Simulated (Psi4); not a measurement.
**SVWN5/cc-pVDZ run of CuNH3F (SMILES [NH3]->[Cu][F])**

What is the energy change on altering one bond length of CuNH3F at SVWN5/cc-pVDZ? Input form: a Python script.

The calculation is run with Psi4 1.11.

4 further runs of the same task are left out: 4 that didn't finish.

### 1 The structure to begin with

The species is CuNH3F (6 atoms), meant as a singlet with charge 0. SMILES: `[NH3]->[Cu][F]`. The shape comes from GFN2-xTB, which is rough for such elements, and wasn't checked as a minimum.

Bond lengths: Cu1–N2 1.895 Å, Cu1–F6 1.696 Å, N2–H3 1.016 Å, N2–H4 1.016 Å, N2–H5 1.016 Å. Angles: N2–Cu1–F6 179.3°, Cu1–N2–H3 109.2°, Cu1–N2–H4 108.4°, Cu1–N2–H5 109.0°, H3–N2–H4 110.0°, H3–N2–H5 110.0°, H4–N2–H5 110.1°.

### 2 The energy at SVWN5/cc-pVDZ

cufh3n.xyz

```xyz
6
CuFH3N
Cu    -0.013280     0.006460    -1.144820
N      0.001200    -0.001310     0.749820
H     -0.406220     0.864570     1.090040
H      0.964500    -0.078860     1.063600
H     -0.539400    -0.794880     1.082210
F     -0.006800     0.004020    -2.840840
```

run.py

```python
import psi4

psi4.set_memory('1600 MB')
psi4.set_num_threads(1)
psi4.core.set_output_file('psi4.out', False)

with open('cufh3n.xyz') as f:
    atoms = ''.join(f.readlines()[2:])
m = psi4.geometry('0 1\n' + atoms + 'symmetry c1')

psi4.set_options({
    'basis': 'cc-pVDZ',
    'puream': True,
    'e_convergence': 1e-09,
    'd_convergence': 1e-08,
    'scf_type': 'pk',
    'dft_radial_points': 99,
    'dft_spherical_points': 590,
})

e = psi4.energy('scf', dft_functional={"name": "SVWN5", "x_functionals": {"LDA_X": {}}, "c_functionals": {"LDA_C_VWN": {}}})
print(f'scf energy: {e:.10f} Eh')
```

Command:

```console
python run.py
```

psi4.out:

```text
[...]
  Running in c1 symmetry.
[...]
  Nuclear repulsion =  181.852626796333482
[...]
  Multiplicity = 1
[...]
  Nalpha       = 24
  Nbeta        = 24
[...]
    Number of basis functions: 86
[...]
   @RKS iter   1: -1789.46474294689415    1.48440e+00   5.06409e-02 DIIS/ADIIS
[...]
   @RKS iter  15: -1793.18420151694636   -3.18323e-12   1.14777e-09 DIIS
[...]
    Orbital Energies [Eh]
    ---------------------
    Doubly Occupied:
       1A   -320.809399     2A    -38.185617     3A    -33.532018
       4A    -33.525779     5A    -33.525773     6A    -23.981104
       7A    -13.942950     8A     -4.070483     9A     -2.630385
      10A     -2.615925    11A     -2.615917    12A     -0.931037
      13A     -0.863607    14A     -0.507640    15A     -0.507480
      16A     -0.388126    17A     -0.300167    18A     -0.271357
      19A     -0.271350    20A     -0.202482    21A     -0.202458
      22A     -0.188952    23A     -0.180328    24A     -0.180303
[...]
  @RKS Final Energy: -1793.18420151694636
   => Energetics <=
    Nuclear Repulsion Energy =            181.8526267963334817
    One-Electron Energy =               -2865.8025798799317272
    Two-Electron Energy =                 972.5624570216157281
    DFT Exchange-Correlation Energy =     -81.7967054549638561
    Empirical Dispersion Energy =           0.0000000000000000
    VV10 Nonlocal Energy =                  0.0000000000000000
    Total Energy =                      -1793.1842015169463593
[...]
 Multipole Moments:
 ------------------------------------------------------------------------------------
     Multipole            Electronic (a.u.)      Nuclear  (a.u.)        Total (a.u.)
 ------------------------------------------------------------------------------------
 L = 1.  Multiply by 2.5417464519 to convert [e a0] to [Debye]
 Dipole X            :         -0.0457245            0.0597561            0.0140317
 Dipole Y            :          0.0225315           -0.0296294           -0.0070979
 Dipole Z            :         -4.9484177            7.8767601            2.9283424
 Magnitude           :                                                    2.9283846
[...]
```

On the terminal:

```text
scf energy: -1793.1842015169 Eh
```

It took 88 s on 1 thread of Intel Xeon Platinum 8488C (Sapphire Rapids), shared host; peak memory 1.5 GiB.

### 3 The distorted shape at the same level

cufh3n.xyz

```xyz
6
CuFH3N
Cu    -0.014252     0.006826    -0.890456
N      0.000228    -0.000944     1.004184
H     -0.407192     0.864936     1.344404
H      0.963528    -0.078494     1.317964
H     -0.540372    -0.794514     1.336574
F     -0.006800     0.004020    -2.840840
```

cufh3n.py

```python
import psi4

psi4.set_memory('1600 MB')
psi4.set_num_threads(1)
psi4.core.set_output_file('psi4.out', False)

with open('cufh3n.xyz') as f:
    atoms = ''.join(f.readlines()[2:])
mol = psi4.geometry('0 1\n' + atoms + 'symmetry c1\nno_reorient\nno_com')

psi4.set_options({
    'basis': 'cc-pVDZ',
    'puream': True,
    'e_convergence': 1e-09,
    'd_convergence': 1e-08,
    'scf_type': 'pk',
    'dft_radial_points': 99,
    'dft_spherical_points': 590,
})

e_tot, wfn = psi4.energy('scf', dft_functional={"name": "SVWN5", "x_functionals": {"LDA_X": {}}, "c_functionals": {"LDA_C_VWN": {}}}, molecule=mol, return_wfn=True)
psi4.oeprop(wfn, 'MULLIKEN_CHARGES', 'LOWDIN_CHARGES', 'MAYER_INDICES', title='SCF')
print(f'total energy {e_tot:.8f} hartree = {e_tot * 27.211386:.5f} eV')
```

Command:

```console
python cufh3n.py
```

psi4.out:

```text
[...]
  Running in c1 symmetry.
[...]
  Nuclear repulsion =  170.413419361887378
[...]
  Multiplicity = 1
[...]
  Nalpha       = 24
  Nbeta        = 24
[...]
    Number of basis functions: 86
[...]
   @RKS iter   1: -1789.39212710132233    1.36881e+00   5.06840e-02 DIIS/ADIIS
[...]
   @RKS iter  15: -1793.16694546140207    1.36424e-12   1.23339e-09 DIIS
[...]
    Orbital Energies [Eh]
    ---------------------
    Doubly Occupied:
       1A   -320.814811     2A    -38.186870     3A    -33.532609
       4A    -33.528067     5A    -33.528062     6A    -23.956967
       7A    -13.952355     8A     -4.071977     9A     -2.628180
      10A     -2.619254    11A     -2.619247    12A     -0.886046
      13A     -0.872119    14A     -0.516036    15A     -0.515877
      16A     -0.392101    17A     -0.260274    18A     -0.232209
      19A     -0.232196    20A     -0.207014    21A     -0.206992
      22A     -0.197077    23A     -0.185340    24A     -0.185323
[...]
  @RKS Final Energy: -1793.16694546140207
   => Energetics <=
    Nuclear Repulsion Energy =            170.4134193618873780
    One-Electron Energy =               -2843.1256202335621310
    Two-Electron Energy =                 961.2998726441796862
    DFT Exchange-Correlation Energy =     -81.7546172339070267
    Empirical Dispersion Energy =           0.0000000000000000
    VV10 Nonlocal Energy =                  0.0000000000000000
    Total Energy =                      -1793.1669454614020651
[...]
 Multipole Moments:
 ------------------------------------------------------------------------------------
     Multipole            Electronic (a.u.)      Nuclear  (a.u.)        Total (a.u.)
 ------------------------------------------------------------------------------------
 L = 1.  Multiply by 2.5417464519 to convert [e a0] to [Debye]
 Dipole X            :          0.8755759           -0.8635066            0.0120693
 Dipole Y            :         -0.4209881            0.4147080           -0.0062801
 Dipole Z            :         79.6010161          -76.2741728            3.3268433
 Magnitude           :                                                    3.3268711
[...]
  Mulliken Charges: (a.u.)
   Center  Symbol    Alpha    Beta     Spin     Total
       1    CU    14.51304 14.51304  0.00000 -0.02608
       2     N     3.58098  3.58098  0.00000 -0.16196
       3     H     0.40858  0.40858  0.00000  0.18284
       4     H     0.40820  0.40820  0.00000  0.18360
       5     H     0.40838  0.40838  0.00000  0.18325
       6     F     4.68083  4.68083  0.00000 -0.36165
   Total alpha = 24.00000, Total beta = 24.00000, Total charge = -0.00000
  Lowdin Charges: (a.u.)
   Center  Symbol    Alpha    Beta     Spin     Total
[...]
```

Standard output:

```text
total energy -1793.16694546 hartree = -48794.55792 eV
```

Run time: 90 s. Hardware: 1 thread of Intel Xeon Platinum 8488C (Sapphire Rapids), shared host; peak memory 1.5 GiB.

### 4 What came out

At SVWN5/cc-pVDZ:

```
                                                          quantity           value
                                         first shape: total energy  -1793.18420 Eh
                                        first shape: dipole moment          7.44 D
                                          first shape: HOMO energy        -4.91 eV
                                          first shape: LUMO energy        -1.43 eV
                                        first shape: HOMO–LUMO gap         3.47 eV
                                     distorted shape: total energy  -1793.16695 Eh
                                    distorted shape: dipole moment          8.46 D
                                      distorted shape: HOMO energy        -5.04 eV
                                      distorted shape: LUMO energy        -1.74 eV
                                    distorted shape: HOMO–LUMO gap         3.30 eV
energy change with the Cu1–F6 bond stretched from 1.696 to 1.950 Å        0.470 eV
```

What this shows: With the Cu1–F6 bond stretched from 1.696 to 1.950 Å the energy rises by 0.47 eV (45.3 kJ/mol). The first shape isn't relaxed at this level, so the change isn't measured from a minimum. Mulliken charges (distorted shape) run from -0.36 on F6 to +0.18 on H4; they depend strongly on the basis.
